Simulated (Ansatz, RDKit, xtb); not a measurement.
**C2H10B2NP: which of the isomers drawn lies lowest?**

Which of a sample of isomers of C2H10B2NP is the most stable in the gas at 298.15 K, and what are its properties? The sample is small against all isomers, and the most stable one of this formula need not be in it.

Plan: many cheap relaxations first (GFN2-xTB), then density-functional screening, relaxation at r2SCAN-D4/def2-SVP, vibrations (at GFN2-xTB) and a final energy. The numbers are computed, not measured.

1 further run of the same task is left out (set aside as unsound or not needed).

## 1. Drawing up candidates

Isomers were taken from a list of plausible structures; this is a sample, not all of them. That gives 5 candidates.

| label | SMILES | spin |
| --- | --- | --- |
| c009 | CBNCBP | singlet |
| c020 | BNB(P)CC | singlet |
| c309 | C=C[B@@H-]1[NH2+][BH2-][P@H2+]1 | singlet |
| c504 | BN(BP)CC | singlet |
| c787 | CB(C)NBP | singlet |

Candidates are built by distance geometry, with a force field where one applies, in up to four conformers (letters a to d).

Q: Predict the outcome of this search (final energies at CCSD(T)/def2-SVP + MP2/def2-TZVPP - MP2/def2-SVP).

| quantity | value |
| --- | --- |
| lowest structure found | CB(C)NBP, singlet |
| next finalist | BNB(P)CC, singlet, 14.7 kcal/mol higher in G |
| share at equilibrium, among the finalists | 100.0 % |

The lowest structure found is `CB(C)NBP`. Among the finalists first place is clear (14.7 kcal/mol); structures outside the list aren't covered. HF/STO-3G, r2SCAN-D4/def2-SVP, r2SCAN-D4/def2-SVP, relaxed, HF/def2-SVP and MP2/def2-SVP already put its bonding pattern lowest among the structures in one piece; GFN2-xTB favours the singlet BN(BP)CC. 2 minima inside the window were never screened. The search is not exhaustive (a finite list of starts, one conformer a finalist), so a lower isomer can't be ruled out. Only 5 drawn patterns were tried, so whole families of isomers are missing, and the result ranks this sample alone.
